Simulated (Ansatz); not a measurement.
Predict the output of the script below (Ansatz 0.2.0 through its Python package).

Input file `input.yaml`:
```yaml
crystal:
  lattice:
    - [3.271885, 0.0, 0.0]
    - [0.0, 3.271885, 0.0]
    - [0.0, 0.0, 3.271885]
  atoms:
    - { symbol: In, position: [0.0, 0.0, 0.0], spin: 2.0 }
    - { symbol: Pd, position: [0.5, 0.5, 0.5], spin: 1.0 }
kpoints:
  mp_grid: { kspacing: 0.3 }
hamiltonian:
  xc: pbesol
scf:
  occupations: { method: fermi_dirac, width: 0.1 }
basis:
  ecutwfc: 420
output:
  forces: true
  stress: true
magnetization:
  spin_polarized: true
```

Script `run_yaml_run.py`:
```python
'''Run a YAML input for InPd from Python.'''

from collections import Counter
import warnings

import ansatz as az
import pandas as pd
import yaml

warnings.simplefilter('ignore', az.DeckWarning)

with open('input.yaml') as handle:
    tree = yaml.safe_load(handle)
print('sections:', list(tree))
planned = az.Session.from_dict(tree).plan(threads=1, pin='off')
result = planned.execute()
rep = result.report

energy = rep['free_energy_ev']
print('InPd: {:.6f} eV = {:.6f} Ry = {:.6f} Ha'.format(energy, energy / 13.605693, energy / 27.211386))
print('Fermi level {:.4f} eV, {} k-points, {} symmetry operations'.format(rep['fermi_energy_ev'], rep['n_kpoints'], rep['n_symmetry_ops']))

# forces in eV per angstrom
table = pd.DataFrame(rep['forces_ev_ang'], columns=['fx', 'fy', 'fz'])
table.insert(0, 'atom', [site['symbol'] for site in rep['lattice']['sites']])
print(table.round(4).to_string())

told = Counter((n['data']['severity'], n['data']['kind']) for n in result.notices if n['event'] == 'notice')
for (severity, kind), count in sorted(told.items()):
    print(f'{severity:8s} {kind} x{count}')
```

```console
$ python run_yaml_run.py
sections: ['crystal', 'kpoints', 'hamiltonian', 'scf', 'basis', 'output', 'magnetization']
RunWarning: the starting moments were not kept: the SCF closed with an absolute magnetisation of 1.5e-6 μB, where they sum to 3 μB in size (2 sites). That is at most 0.1 of that sum. Measured as dr2_m measures the in/out step, that magnetisation stands 3.8e-13 eV from none, at or under the dr2_threshold of 1.0e-7 eV: [...]
InPd: -12433.136389 eV = -913.818678 Ry = -456.909339 Ha
Fermi level 16.7050 eV, 20 k-points, 48 symmetry operations
  atom   fx   fy   fz
0   In -0.0  0.0  0.0
1   Pd  0.0 -0.0  0.0
audit    band_cg_iterations x1
audit    preconditioner_resolved x1
audit    spin_hold_released x1
warning  seeded_moment_not_kept x1
```
(Warnings from the package without file and line, shortened.)

Reading the output:
- These settings explore the input space; cutoff and mesh may be short of convergence.
- The SCF didn't keep the moments it started from (some shrank, vanished or turned); what is printed is the state reached.
- The mesh is modest for a metal, so energies can be off by several to tens of meV an atom and pressures by half a GPa or more; differences at equal mesh fare better.
- An absolute Fermi energy rests on an arbitrary zero of the periodic potential and has no direct meaning.
- The structure comes from a database of computed cells and needn't be a stable or known phase.
- The script silences the warnings on its input, which a real study should read.
- Wall time of the script: 2.8 s on 1 thread of AMD EPYC 7R43 64-Core Processor (Zen 3), on a shared host, peak memory 0.43 GiB.

(Lines on the test bed's own set-up are left out of the output.)
